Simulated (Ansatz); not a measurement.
# Rb2MnF6: the cost of one run

Program: Ansatz 0.2.0. Level of theory: DFT LDA without U, plane waves, PAW. These are calculated values, not measurements.

## (1) The system as given

It takes space group Fm-3m (No. 225, cubic). The conventional cell has a = 8.430 Å, b = 8.430 Å, c = 8.430 Å, α = 90.00°, β = 90.00°, γ = 90.00°. Around Rb (site symmetry -43m) lie 12 F at 3.00 Å. Mn (site symmetry m-3m) has 6 F at 1.73 Å as nearest neighbours. F (site symmetry 4mm) is surrounded by 1 Mn at 1.73 Å.

As a file:

```xyz
9
Lattice="0.0000 4.2150 4.2150 4.2150 0.0000 4.2150 4.2150 4.2150 0.0000" Properties=species:S:1:pos:R:3 pbc="T T T"
Rb    2.1075    2.1075    2.1075
Rb    6.3225    6.3225    6.3225
Mn    0.0000    0.0000    0.0000
F     1.7282    4.2150    4.2150
F     4.2150    1.7282    4.2150
F     6.7019    4.2150    4.2150
F     4.2150    6.7019    4.2150
F     4.2150    4.2150    1.7282
F     4.2150    4.2150    6.7019
```

Magnetic order typed: ferromagnetic.

An earlier series on this cell reached its lowest free state from «random orbitals: fully mixed, first filling», perhaps among other starts.

## (2) Random orbitals: single harmonics, second filling

input.yaml reads:

```yaml
crystal:
  lattice:
    - [0.0, 4.21500022, 4.21500022]
    - [4.21500022, 0.0, 4.21500022]
    - [4.21500022, 4.21500022, 0.0]
  atoms:
    - { symbol: Rb, position: [0.25, 0.25, 0.25] }
    - { symbol: Rb, position: [0.75, 0.75, 0.75] }
    - { symbol: Mn, position: [0.0, 0.0, 0.0], spin: 1.0 }
    - { symbol: F, position: [0.795, 0.205, 0.205] }
    - { symbol: F, position: [0.205, 0.795, 0.205] }
    - { symbol: F, position: [0.205, 0.795, 0.795] }
    - { symbol: F, position: [0.795, 0.205, 0.795] }
    - { symbol: F, position: [0.205, 0.205, 0.795] }
    - { symbol: F, position: [0.795, 0.795, 0.205] }
basis:
  ecutwfc: 420
  ecutrho_ratio: 4
kpoints:
  mp_grid: { grid: [4, 4, 4] }
hamiltonian:
  xc: lda
  hubbard:
    sites:
      - { site: 2, l: d, u_eff: 0.0, starting_ns: [{ spin: up, occupation_matrix: s2up }, { spin: down, occupation_matrix: s2down }] }
    occupation_matrices:
      s2up:
        matrix:
          - [0.02, 0.0, 0.0, 0.0, 0.0]
          - [0.0, 0.02, 0.0, 0.0, 0.0]
          - [0.0, 0.0, 0.97, 0.0, 0.0]
          - [0.0, 0.0, 0.0, 0.02, 0.0]
          - [0.0, 0.0, 0.0, 0.0, 0.97]
      s2down:
        matrix:
          - [0.02, 0.0, 0.0, 0.0, 0.0]
          - [0.0, 0.02, 0.0, 0.0, 0.0]
          - [0.0, 0.0, 0.97, 0.0, 0.0]
          - [0.0, 0.0, 0.0, 0.02, 0.0]
          - [0.0, 0.0, 0.0, 0.0, 0.02]
    ns_hold: { iters: 12 }
scf:
  occupations: { method: gaussian, width: 0.05 }
  lower_state_search: "off"
  max_iter: 150
output:
  forces: true
  stress: true
  eigenvalues: true
  populations: true
  hubbard: { sites: [{ site: 2, l: d }] }
magnetization:
  spin_polarized: true
```

The typed matrices put 0.97 on the chosen orbitals and 0.02 on the others, and are held for 12 cycles.

The run is started by

```bash
ansatz run input.yaml --threads 4 --pin off --max-ram 6144MiB --backend cpu --events-out ev --progress --plain --runs-dir out
```

Q: Estimate wall time and peak memory on 4 threads of Arm Neoverse V1, shared host.

About 26 s, with a peak of 0.65 GiB.
